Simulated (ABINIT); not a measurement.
The system is Al3Au.

```
CELL_PARAMETERS angstrom
-2.02533 2.02533 4.05660
2.02533 -2.02533 4.05660
2.02533 2.02533 -4.05660
ATOMIC_POSITIONS crystal
Au 0.00000 0.00000 0.00000
Al 0.50000 0.50000 0.00000
Al 0.25000 0.75000 0.50000
Al 0.75000 0.25000 0.50000
```

The cell comes from a database or a generator and needn't be the stable form of this composition.

- Program: ABINIT 10.8.3 (patched build)
- Task: relaxation of cell and atoms
- Functional: LDA
- Potentials or basis: JTH PAW LDA v2.0
- Cutoff: 544 eV
- k mesh: 9 × 9 × 9
- Occupations: fermi-dirac, width 0.05 eV
- Spin: no spin polarisation

At the start: pressure -5.0 GPa; volume 16.64 Å³/atom.

**Question.** How do energy, volume and symmetry change on relaxing?

**Answer.** Over 6 steps the energy falls by 14.2 meV/atom and the volume is 15.78 Å³/atom (-5.1 %); space group I4/mmm (No. 139, to 0.05 Å).

The path:
| step | energy change (eV) | largest force (eV/Å) | pressure (GPa) | volume (Å³) |
| --- | --- | --- | --- | --- |
| 1 | 0.0000 | 0.0000 | -5.05 | 66.56 |
| 2 | -0.0280 | 0.0000 | -3.70 | 65.54 |
| 3 | -0.0567 | 0.0000 | 0.37 | 62.92 |
| 4 | -0.0569 | 0.0000 | -0.02 | 63.15 |
| 5 | -0.0569 | 0.0000 | -0.01 | 63.14 |
| 6 | -0.0570 | 0.0000 | 0.00 | 63.14 |

Final structure:
```cif
data_structure
_symmetry_space_group_name_H-M 'P 1'
_symmetry_Int_Tables_number 1
_cell_length_a 4.8726
_cell_length_b 4.8726
_cell_length_c 4.8726
_cell_angle_alpha 131.721
_cell_angle_beta 131.721
_cell_angle_gamma 70.670
_cell_volume 63.14
loop_
_atom_site_label
_atom_site_type_symbol
_atom_site_fract_x
_atom_site_fract_y
_atom_site_fract_z
_atom_site_occupancy
Au1 Au 0.00000 0.00000 0.00000 1
Al1 Al 0.50000 0.50000 0.00000 1
Al2 Al 0.25000 0.75000 0.50000 1
Al3 Al 0.75000 0.25000 0.50000 1
```
